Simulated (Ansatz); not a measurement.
# RPA@PBE0/cc-pVDZ run of BGeH3Cl2 (SMILES Cl[B](Cl)[GeH3])

What is the electronic atomisation energy of BGeH3Cl2 at RPA@PBE0/cc-pVDZ? 

Program for the calculation: Ansatz 0.2.0.

72 further runs of the same task are left out: 72 set aside as unsound or not needed.

**1. Starting point**

BGeH3Cl2 has 7 atoms, charge 0, and is taken as a singlet. SMILES: `Cl[B](Cl)[GeH3]`. The shape is that of a PBE0-D4/def2-TZVP optimisation.

Bond lengths: Cl1–B2 1.741 Å, B2–Cl3 1.743 Å, B2–Ge4 2.068 Å, Ge4–H5 1.538 Å, Ge4–H6 1.538 Å, Ge4–H7 1.535 Å. Angles: Cl1–B2–Cl3 118.5°, Cl1–B2–Ge4 121.7°, Cl3–B2–Ge4 119.8°, B2–Ge4–H5 109.4°, B2–Ge4–H6 109.3°, B2–Ge4–H7 111.8°, H5–Ge4–H6 107.9°, H5–Ge4–H7 109.2°, H6–Ge4–H7 109.2°.

**2. The energy at RPA@PBE0/cc-pVDZ**

Contents of in.yaml:

```yaml
crystal:
  periodic: [false, false, false]
  atoms:
    - {symbol: Cl, position_ang: [1.749500, -1.428200, 1.208700]}
    - {symbol: B, position_ang: [0.206400, -1.021900, 0.511500]}
    - {symbol: Cl, position_ang: [-1.082400, -2.191800, 0.604700]}
    - {symbol: Ge, position_ang: [-0.123100, 0.798500, -0.412200]}
    - {symbol: H, position_ang: [-0.556200, 0.560600, -1.868300]}
    - {symbol: H, position_ang: [-1.266100, 1.534300, 0.306700]}
    - {symbol: H, position_ang: [1.133300, 1.680500, -0.396700]}
basis:
  gaussian:
    orbitals: cc-pVDZ
hamiltonian:
  xc: pbe0
correlation:
  method: rpa
  frozen_orbitals: {B: 1, Cl: 5, Ge: 9, H: 0}
accuracy: high
```

The run is started by

```console
$ ansatz run in.yaml --threads 1 --pin off --max-ram 3480MiB --events-out events.jsonl --progress --plain --runs-dir runs
```

Standard output:

```text
Warning: RAYON_NUM_THREADS=1 ignored (pool sized by the plan → 1); use --threads N
Functional definition: PBE0
  name "PBE0"
  parameter a = 0.25
  parameter kappa = 0.804
  parameter beta = 0.06672455060314922
  exchange = (1 - a)*pbe_x(kappa = kappa, mu = beta*pi^2/3) + a*exact_x
  correlation = pbe_c(beta = beta)
2113 factors; integrals over basis functions are off by at most 4.4e-9 eV
mean field evaluation 1: about -82273.2278 eV, gradient 1.0e1 eV
mean field evaluation 2: about -82273.3661 eV, gradient 9.8e0 eV
mean field evaluation 4: about -82273.6583 eV, gradient 2.3e0 eV
mean field evaluation 8: about -82273.6735 eV, gradient 2.0e-2 eV
mean field evaluation 16: about -82273.6735 eV, gradient 1.5e-6 eV
mean field -82273.67351236 eV, -3023.5017344802 hartree, gradient 4.4e-8 eV, S^2 0.000000; 0 other end points of the search recorded, 0 dependent functions left out
20 core orbitals not correlated: weight in the atoms' cores, before any rotation towards them, 1.000 or more for the frozen orbitals, at most 0.000 for the correlated occupied ones
reference -82200.67082206 eV, -3020.8189350950 hartree; 17, 17 occupied and 55, 55 virtual orbitals, 2113 factors
Total energy: -82220.29419108 eV, -3021.5400806051 hartree
```

Run time: 20 s. Hardware: 1 thread of Arm Neoverse V1, shared host; peak memory 0.38 GiB.

**3. The B atom, same level**

Contents of job.yaml:

```yaml
basis:
  gaussian:
    orbitals: cc-pVDZ
crystal:
  periodic: [false, false, false]
  atoms:
    - {symbol: B, position_ang: [0.000000, 0.000000, 0.000000]}
magnetization:
  spin_polarized: true
  initial_magnetization: 1
hamiltonian:
  xc: pbe0
correlation:
  method: rpa
  frozen_orbitals: {B: 1}
accuracy: high
```

Run the same way, it converges to -24.61624 Eh (log not shown).

**4. The Cl atom at the same level**

Contents of job.yaml:

```yaml
crystal:
  periodic: [false, false, false]
  atoms:
    - {symbol: Cl, position_ang: [0.000000, 0.000000, 0.000000]}
basis:
  gaussian: {orbitals: cc-pVDZ}
correlation: {method: rpa, frozen_orbitals: {Cl: 5}}
hamiltonian: {xc: {name: PBE0}}
accuracy: high
magnetization: {spin_polarized: true, initial_magnetization: 1}
```

Run the same way, it converges to -459.64327 Eh (log not shown).

**5. The Ge atom, same level**

Contents of input.yaml:

```yaml
crystal:
  periodic: [false, false, false]
  atoms:
    - {symbol: Ge, position_ang: [0.000000, 0.000000, 0.000000]}
basis:
  gaussian:
    orbitals: cc-pVDZ
correlation:
  method: rpa
  frozen_orbitals: {Ge: 9}
accuracy: high
hamiltonian:
  xc: {name: PBE0}
magnetization:
  spin_polarized: true
  initial_magnetization: 2
```

The run is started by

```console
$ ansatz run input.yaml --threads 1 --pin off --max-ram 3480MiB --events-out events.jsonl --progress --plain --runs-dir runs
```

Standard output, shortened:

```text
Warning: RAYON_NUM_THREADS=1 ignored (pool sized by the plan → 1); use --threads N
Functional definition: PBE0
  name "PBE0"
[...]
260 factors; integrals over basis functions are off by at most 4.5e-9 eV
[...]
mean field -56507.91560589 eV, -2076.6275960757 hartree, gradient 7.0e-9 eV, S^2 2.002923; 0 other end points of the search recorded, 0 dependent functions left out
9 core orbitals not correlated: weight in the atoms' cores, before any rotation towards them, 1.000 or more for the frozen orbitals, at most 0.000 for the correlated occupied ones
reference -56471.38874986 eV, -2075.2852588751 hartree; 8, 6 occupied and 10, 12 virtual orbitals, 260 factors
Total energy: -56474.28334671 eV, -2075.3916333473 hartree
```

It took 1.4 s on 1 thread of Arm Neoverse V1, shared host; peak memory 0.096 GiB.

**6. The H atom, same level**

Contents of input.yaml:

```yaml
crystal:
  periodic: [false, false, false]
  atoms:
    - {symbol: H, position_ang: [0.000000, 0.000000, 0.000000]}
basis:
  gaussian: {orbitals: cc-pVDZ}
magnetization: {spin_polarized: true, initial_magnetization: 1}
hamiltonian: {xc: pbe0}
correlation: {method: rpa, frozen_orbitals: {H: 0}}
accuracy: high
```

Run the same way, it converges to -0.51151 Eh (log not shown).

**7. Summary of results**

Level: RPA@PBE0/cc-pVDZ, 20 core orbitals frozen.

| quantity | value |
| --- | --- |
| molecule: total energy | -3021.54008 Eh |
| molecule: RPA correlation energy (valence) | -721.1 mEh |
| B atom: total energy | -24.61624 Eh |
| B atom: RPA correlation energy (valence) | -87.4 mEh |
| B atom: ⟨S²⟩ of the reference determinant | 0.753 |
| Cl atom: total energy | -459.64327 Eh |
| Cl atom: RPA correlation energy (valence) | -174.8 mEh |
| Cl atom: ⟨S²⟩ of the reference determinant | 0.752 |
| Ge atom: total energy | -2075.39163 Eh |
| Ge atom: RPA correlation energy (valence) | -106.4 mEh |
| Ge atom: ⟨S²⟩ of the reference determinant | 2.003 |
| H atom: total energy | -0.51151 Eh |
| H atom: RPA correlation energy | -12.2 mEh |
| H atom: ⟨S²⟩ of the reference determinant | 0.750 |
| electronic atomisation energy | 19.351 eV |

In words: Taking the molecule apart into free atoms costs 19.35 eV (1867 kJ/mol), before zero-point energy and without spin-orbit coupling.
